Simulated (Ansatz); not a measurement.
# CoPtO2: the cost of one run

Program: Ansatz 0.2.0. Level of theory: DFT, LDA, PAW with Ansatz's default frozen-core files, scalar-relativistic. These are calculated values, not measurements.

## 1. The system as given

It takes space group R-3m (No. 166, trigonal). Conventional cell: a = 2.825 Å, b = 2.825 Å, c = 17.818 Å, α = 90.00°, β = 90.00°, γ = 120.00°. Co (site symmetry -3m) has 6 O at 1.90 Å in its first shell of neighbours. Pt (site symmetry -3m) is surrounded by 2 O at 2.00 Å. O (site symmetry 3m) has 3 Co at 1.90 Å and 1 Pt at 2.00 Å in its first shell of neighbours.

As a file:

```xyz
4
Lattice="1.4123 0.8154 5.9394 -1.4123 0.8154 5.9394 0.0000 -1.6307 5.9394" Properties=species:S:1:pos:R:3 pbc="T T T"
Co    0.0000    0.0000    8.9091
Pt    0.0000    0.0000    0.0000
O     0.0000    0.0000   15.8182
O     0.0000    0.0000    2.0000
```

Where an Elk run is restarted with further inputs, its INFO.OUT and LSJ.OUT are those of the last start.

Atoms are numbered in the order of the input: Co1, Pt2, O3, O4.

## 2. Collinear moments, PAW

The input, input.yaml:

```yaml
crystal:
  lattice:
    - [1.4122699173, 0.8153744169, 5.9393891094]
    - [-1.4122699173, 0.8153744169, 5.9393891094]
    - [0.0, -1.6307488338, 5.9393891094]
  atoms:
    - { symbol: Co, position: [0.5, 0.5, 0.5], spin: 2.0 }
    - { symbol: Pt, position: [0.0, 0.0, 0.0], spin: 0.6 }
    - { symbol: O, position: [0.88775597, 0.88775597, 0.88775597] }
    - { symbol: O, position: [0.11224403, 0.11224403, 0.11224403] }
magnetization:
  spin_polarized: true
kpoints:
  mp_grid: { grid: [10, 10, 10] }
scf:
  occupations: { method: fermi_dirac, width: 0.05 }
  lower_state_search: "off"
hamiltonian:
  xc: lda
  pseudopotentials: { kind: paw }
output:
  forces: true
  stress: true
  eigenvalues: true
```

Run with:

```
$ ansatz run input.yaml --threads 2 --pin off --max-ram 4096MiB --backend cpu --events-out ev --progress --plain --runs-dir out
```

**Question.** How long does this run take on 2 threads of Intel Xeon Platinum 8259CL at 2.50GHz (Skylake/Cascade Lake), shared host, and how much memory does it need?

About 12 s, with a peak of 0.53 GiB.
